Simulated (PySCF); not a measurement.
# CH2Cl3Ga (SMILES Cl[CH2][Ga]([Cl])[Cl]): levels of theory compared

Wanted: a comparison of 6 runs (HF/STO-3G, HF/3-21G, HF/def2-SVP, BP86/6-31G, B3LYP/6-31G*, SVWN5/cc-pVTZ) of CH2Cl3Ga. The job is set up through a Python script.

Program for the calculation: PySCF 2.14.0.

### Step 1. Starting point

The species is CH2Cl3Ga (7 atoms), meant as a singlet with charge 0. As SMILES, `Cl[CH2][Ga]([Cl])[Cl]`. Geometry: a GFN2-xTB relaxation, a rough one for these elements and not checked as a minimum.

Bond lengths: Cl1–C2 1.824 Å, C2–Ga3 2.033 Å, Ga3–Cl4 2.089 Å, Ga3–Cl5 2.089 Å, C2–H6 1.088 Å, C2–H7 1.088 Å. Angles: Cl1–C2–Ga3 84.0°, C2–Ga3–Cl4 119.8°, C2–Ga3–Cl5 119.6°, Cl4–Ga3–Cl5 120.5°, Cl1–C2–H6 107.2°, Cl1–C2–H7 107.2°, Ga3–C2–H6 121.1°, Ga3–C2–H7 120.8°, H6–C2–H7 110.7°.

### Step 2. Energy and gradient at HF/STO-3G (run 1)

The input, job.py:

```python
from pyscf import gto

mol = gto.Mole()
mol.atom = '''
Cl    -2.569366     0.192922     2.283847
C      0.841344     0.047640     1.803498
Ga    -0.091860    -0.084792    -1.920321
Cl    -0.855460    -3.560263    -3.629521
Cl    -0.493370     3.276615    -3.951058
H      1.524291    -1.624654     2.786855
H      1.644402     1.752532     2.626719
'''
mol.verbose = 4
mol.unit = 'bohr'
mol.max_memory = 1860
mol.basis = 'sto-3g'
mol.charge = 0
mol.build()

calc0 = mol.RHF()
calc0.conv_tol = 1e-10
calc0.kernel()
if not calc0.converged:
    calc0 = calc0.newton().run(calc0.mo_coeff, calc0.mo_occ)

e_tot = calc0.e_tot
print('E = %.10f Eh' % e_tot)
grad = calc0.nuc_grad_method().kernel()
calc0.analyze()
```

Run with:

```console
OMP_NUM_THREADS=1 python job.py
```

Output:

```text
PySCF version 2.14.0

[... 86 lines left out ...]
Two-electron Energy =                 1942.483709862072601
[... 7 lines left out ...]
MO #4   energy= -103.669938013656  occ= 2
[... 5 lines left out ...]
MO #10  energy= -10.4176744730948  occ= 2
[... 5 lines left out ...]
MO #16  energy= -7.80261848150831  occ= 2
[... 5 lines left out ...]
MO #22  energy= -5.86835180649825  occ= 2
[... 5 lines left out ...]
MO #28  energy= -1.00828382973634  occ= 2
[... 5 lines left out ...]
MO #34  energy= -0.462988323603621 occ= 2
[... 5 lines left out ...]
MO #40  energy= -0.42349105138169  occ= 2
[... 5 lines left out ...]
MO #46  energy= 0.174542877724948  occ= 0
[... 5 lines left out ...]
MO #52  energy= 0.679320862808897  occ= 0
[... 23 lines left out ...]
pop of  2 Ga 3px          1.99884
pop of  2 Ga 3py          1.99876
pop of  2 Ga 3pz          1.99874
pop of  2 Ga 4px          0.40879
pop of  2 Ga 4py          0.62854
pop of  2 Ga 4pz          0.62952
pop of  2 Ga 3dxy         1.99368
pop of  2 Ga 3dyz         1.95071
pop of  2 Ga 3dz^2        1.96860
pop of  2 Ga 3dxz         1.97792
pop of  2 Ga 3dx2-y2      1.89846
pop of  3 Cl 1s           2.00000
pop of  3 Cl 2s           1.99984
pop of  3 Cl 3s           1.89214
pop of  3 Cl 2px          1.99995
pop of  3 Cl 2py          1.99972
pop of  3 Cl 2pz          1.99990
pop of  3 Cl 3px          1.89598
pop of  3 Cl 3py          1.58056
pop of  3 Cl 3pz          1.85780
pop of  4 Cl 1s           2.00000
pop of  4 Cl 2s           1.99984
pop of  4 Cl 3s           1.89216
pop of  4 Cl 2px          1.99996
pop of  4 Cl 2py          1.99974
pop of  4 Cl 2pz          1.99988
pop of  4 Cl 3px          1.90894
pop of  4 Cl 3py          1.60423
pop of  4 Cl 3pz          1.82138
pop of  5 H 1s            0.93598
pop of  6 H 1s            0.93601
 ** Mulliken atomic charges  **
charge of    0Cl =     -0.11637
charge of    1C =     -0.10248
charge of    2Ga =      0.54285
charge of    3Cl =     -0.22589
charge of    4Cl =     -0.22612
charge of    5H =      0.06402
charge of    6H =      0.06399
Dipole moment(X, Y, Z, Debye):  2.30271,  0.01068,  2.22047
```

Wall time 4.5 s (1 thread of Intel Xeon at 2.70GHz, shared host); peak memory 0.13 GiB.

### Step 3. Energy and gradient at HF/3-21G (run 2)

The input, run.py:

```python
from pyscf import gto

mol = gto.M(
    atom='''
Cl    -2.569366     0.192922     2.283847
C      0.841344     0.047640     1.803498
Ga    -0.091860    -0.084792    -1.920321
Cl    -0.855460    -3.560263    -3.629521
Cl    -0.493370     3.276615    -3.951058
H      1.524291    -1.624654     2.786855
H      1.644402     1.752532     2.626719
''',
    verbose=4,
    max_memory=1860,
    basis='3-21g',
    charge=0,
    unit='bohr',
)

mf = mol.RHF()
mf.conv_tol = 1e-10
mf.kernel()
if not mf.converged:
    mf = mf.newton().run(mf.mo_coeff, mf.mo_occ)

energy = mf.e_tot
print('E(%s) = %.9f' % ('HF', energy))
grad = mf.nuc_grad_method().kernel()
dip = mf.dip_moment()
pop, q = mf.mulliken_pop()
```

Run with:

```console
OMP_NUM_THREADS=1 python run.py
```

Output:

```text
PySCF version 2.14.0

[... 61 lines left out ...]
converged SCF energy = -3324.67309433297
[... 14 lines left out ...]
Dipole moment(X, Y, Z, Debye):  2.70862, -0.00544,  2.31244
[... 43 lines left out ...]
pop of  2 Ga 3dxz         1.99263
pop of  2 Ga 3dx2-y2      1.98672
pop of  3 Cl 1s           1.99858
pop of  3 Cl 2s           1.95850
pop of  3 Cl 3s           1.11106
pop of  3 Cl 4s           0.93350
pop of  3 Cl 2px          1.96995
pop of  3 Cl 2py          1.96641
pop of  3 Cl 2pz          1.96933
pop of  3 Cl 3px          1.04237
pop of  3 Cl 3py          0.94530
pop of  3 Cl 3pz          1.04047
pop of  3 Cl 4px          0.90736
pop of  3 Cl 4py          0.72872
pop of  3 Cl 4pz          0.85432
pop of  4 Cl 1s           1.99858
pop of  4 Cl 2s           1.95851
pop of  4 Cl 3s           1.11100
pop of  4 Cl 4s           0.93351
pop of  4 Cl 2px          1.97008
pop of  4 Cl 2py          1.96666
pop of  4 Cl 2pz          1.96895
pop of  4 Cl 3px          1.04645
pop of  4 Cl 3py          0.95285
pop of  4 Cl 3pz          1.02885
pop of  4 Cl 4px          0.91312
pop of  4 Cl 4py          0.73927
pop of  4 Cl 4pz          0.83831
pop of  5 H 1s            0.45817
pop of  5 H 2s            0.24290
pop of  6 H 1s            0.45823
pop of  6 H 2s            0.24269
 ** Mulliken atomic charges  **
charge of    0Cl =     -0.07917
charge of    1C =     -0.92914
charge of    2Ga =      1.26230
charge of    3Cl =     -0.42586
charge of    4Cl =     -0.42613
charge of    5H =      0.29893
charge of    6H =      0.29908
```

It took 4.8 s on 1 thread of Intel Xeon at 2.70GHz, shared host; peak memory 0.15 GiB.

### Step 4. Energy and gradient at HF/def2-SVP (run 3)

The input, start.xyz:

```xyz
7
CH2Cl3Ga
Cl    -1.359650     0.102090     1.208560
C      0.445220     0.025210     0.954370
Ga    -0.048610    -0.044870    -1.016190
Cl    -0.452690    -1.884010    -1.920660
Cl    -0.261080     1.733910    -2.090810
H      0.806620    -0.859730     1.474740
H      0.870180     0.927400     1.390000
```

The input, job.py:

```python
import pyscf.grad
from pyscf import gto, scf

mol = gto.M(
    atom='start.xyz',
    basis='def2-svp',
    max_memory=1860,
    spin=0,
    verbose=4,
)

calc0 = scf.RHF(mol)
calc0.conv_tol = 1e-10
calc0.kernel()
if not calc0.converged:
    calc0 = calc0.newton().run(calc0.mo_coeff, calc0.mo_occ)

energy = calc0.e_tot
print('E(%s) = %.9f' % ('HF', energy))
grad = calc0.Gradients().kernel()
calc0.analyze()
```

Run with:

```console
OMP_NUM_THREADS=1 python job.py
```

Output:

```text
PySCF version 2.14.0

[... 84 lines left out ...]
DFT Exchange-Correlation Energy =     -162.287705219103373
[... 11 lines left out ...]
MO #10  energy= -10.5800418007773  occ= 2
[... 9 lines left out ...]
MO #20  energy= -8.02511632944874  occ= 2
[... 9 lines left out ...]
MO #30  energy= -1.26671789009403  occ= 2
[... 9 lines left out ...]
MO #40  energy= -0.490042812260038 occ= 2
[... 9 lines left out ...]
MO #50  energy= 0.207026749014666  occ= 0
[... 9 lines left out ...]
MO #60  energy= 0.599070673085912  occ= 0
[... 9 lines left out ...]
MO #70  energy= 0.97915914158011   occ= 0
[... 9 lines left out ...]
MO #80  energy= 1.08027603361464   occ= 0
[... 9 lines left out ...]
MO #90  energy= 1.40913592547944   occ= 0
[... 9 lines left out ...]
MO #100 energy= 2.22175195862183   occ= 0
[... 9 lines left out ...]
MO #110 energy= 3.23700459327921   occ= 0
[... 81 lines left out ...]
pop of  3 Cl 3dz^2        0.00130
pop of  3 Cl 3dxz         0.00056
pop of  3 Cl 3dx2-y2      0.00364
pop of  4 Cl 1s           2.00000
pop of  4 Cl 2s           1.99998
pop of  4 Cl 3s           1.81847
pop of  4 Cl 4s           0.00131
pop of  4 Cl 2px          2.00000
pop of  4 Cl 2py          1.99999
pop of  4 Cl 2pz          1.99999
pop of  4 Cl 3px          1.90202
pop of  4 Cl 3py          1.70568
pop of  4 Cl 3pz          1.84788
pop of  4 Cl 4px          0.00033
pop of  4 Cl 4py          0.00030
pop of  4 Cl 4pz          0.00058
pop of  4 Cl 3dxy         0.00164
pop of  4 Cl 3dyz         0.00497
pop of  4 Cl 3dz^2        0.00121
pop of  4 Cl 3dxz         0.00061
pop of  4 Cl 3dx2-y2      0.00334
pop of  5 H 1s            0.86502
pop of  5 H 2s            0.01007
pop of  5 H 2px           0.00032
pop of  5 H 2py           0.00129
pop of  5 H 2pz           0.00056
pop of  6 H 1s            0.86496
pop of  6 H 2s            0.01006
pop of  6 H 2px           0.00040
pop of  6 H 2py           0.00134
pop of  6 H 2pz           0.00043
 ** Mulliken atomic charges  **
charge of    0Cl =     -0.11021
charge of    1C =     -0.31419
charge of    2Ga =      0.75518
charge of    3Cl =     -0.28803
charge of    4Cl =     -0.28831
charge of    5H =      0.12275
charge of    6H =      0.12281
Dipole moment(X, Y, Z, Debye):  2.05251, -0.00111,  1.84159
```

It took 17 s on 1 thread of Intel Xeon at 2.70GHz, shared host; peak memory 0.26 GiB.

Runs 4 to 5 aren't shown in full; the table further down has their settings and results.

### Step 5. Energy and gradient at SVWN5/cc-pVTZ (run 6)

The input, run.py:

```python
import pyscf.grad
from pyscf import gto, dft

mol = gto.M(
    atom=[
    ('Cl', (-1.359650, 0.102090, 1.208560)),
    ('C', (0.445220, 0.025210, 0.954370)),
    ('Ga', (-0.048610, -0.044870, -1.016190)),
    ('Cl', (-0.452690, -1.884010, -1.920660)),
    ('Cl', (-0.261080, 1.733910, -2.090810)),
    ('H', (0.806620, -0.859730, 1.474740)),
    ('H', (0.870180, 0.927400, 1.390000)),
],
    basis='cc-pvtz',
    spin=0,
    charge=0,
    max_memory=1860,
    verbose=3,
)

mf = dft.RKS(mol)
mf.xc = 'svwn'
mf.conv_tol = 1e-10
mf.grids.level = 5
mf.kernel()
if not mf.converged:
    mf = mf.newton().run(mf.mo_coeff, mf.mo_occ)

etot = mf.e_tot
print('E(%s) = %.9f' % ('SVWN5', etot))
grad = mf.Gradients().kernel()
dip = mf.dip_moment()
pop, q = mf.mulliken_pop()
```

Run with:

```console
OMP_NUM_THREADS=1 python run.py
```

Output:

```text
converged SCF energy = -3337.16554723364
[... 11 lines left out ...]
Dipole moment(X, Y, Z, Debye):  1.47573,  0.03143,  2.06291
[... 172 lines left out ...]
pop of  4 Cl 4f+0         0.00020
pop of  4 Cl 4f+1         0.00002
pop of  4 Cl 4f+2         0.00051
pop of  4 Cl 4f+3         0.00025
pop of  5 H 1s            0.26070
pop of  5 H 2s            0.44800
pop of  5 H 3s            0.07732
pop of  5 H 2px           0.00164
pop of  5 H 2py           0.00463
pop of  5 H 2pz           0.00260
pop of  5 H 3px           0.00910
pop of  5 H 3py           0.00647
pop of  5 H 3pz           0.01619
pop of  5 H 3dxy          0.00054
pop of  5 H 3dyz          0.00059
pop of  5 H 3dz^2         0.00070
pop of  5 H 3dxz          0.00026
pop of  5 H 3dx2-y2       0.00056
pop of  6 H 1s            0.26074
pop of  6 H 2s            0.44786
pop of  6 H 3s            0.07735
pop of  6 H 2px           0.00189
pop of  6 H 2py           0.00475
pop of  6 H 2pz           0.00225
pop of  6 H 3px           0.00923
pop of  6 H 3py           0.00625
pop of  6 H 3pz           0.01628
pop of  6 H 3dxy          0.00053
pop of  6 H 3dyz          0.00067
pop of  6 H 3dz^2         0.00057
pop of  6 H 3dxz          0.00025
pop of  6 H 3dx2-y2       0.00061
 ** Mulliken atomic charges  **
charge of    0Cl =     -0.04848
charge of    1C =     -0.20539
charge of    2Ga =      0.08499
charge of    3Cl =     -0.08608
charge of    4Cl =     -0.08651
charge of    5H =      0.17072
charge of    6H =      0.17075
```

It took 5.8 min on 1 thread of Intel Xeon at 2.70GHz, shared host; peak memory 0.78 GiB.

### Step 6. All runs side by side

```csv
run,level,integration grid,Cartesian functions,energy (Eh),dipole moment (D),HOMO energy (eV),LUMO energy (eV),wall time
1,HF/STO-3G,–,no,-3303.332647,3.20,-9.36,4.75,4.5 s
2,HF/3-21G,–,no,-3324.673094,3.56,-11.58,1.49,4.8 s
3,HF/def2-SVP,–,no,-3340.180961,2.76,-11.13,2.18,17 s
4,BP86/6-31G,5,no,-3344.787403,3.09,-7.26,-2.38,41 s
5,B3LYP/6-31G* (Cartesian functions),5,yes,-3344.628886,2.71,-7.96,-1.42,65 s
6,SVWN5/cc-pVTZ,5,no,-3337.165547,2.54,-7.12,-2.30,5.8 min
```

### Step 7. Outcome

| quantity | value |
| --- | --- |
| run 6: total energy | -3337.16555 Eh |
| run 6: dipole moment | 2.54 D |
| run 6: HOMO energy | -7.12 eV |
| run 6: LUMO energy | -2.30 eV |
| run 6: HOMO–LUMO gap | 4.82 eV |
| run 6: largest force on an atom | 1.804 eV/Å |

In words: The dipole moment (its size) runs from 2.54 D (SVWN5/cc-pVTZ) to 3.56 D (HF/3-21G). The two ends differ in method and basis. The HOMO–LUMO gap runs from 4.82 eV (SVWN5/cc-pVTZ) to 14.11 eV (HF/STO-3G). Totals of different functionals can't be ranked against each other. In run 1 the basis is minimal, so the values are rough. All runs together took 8 min, the longest 5.8 min.
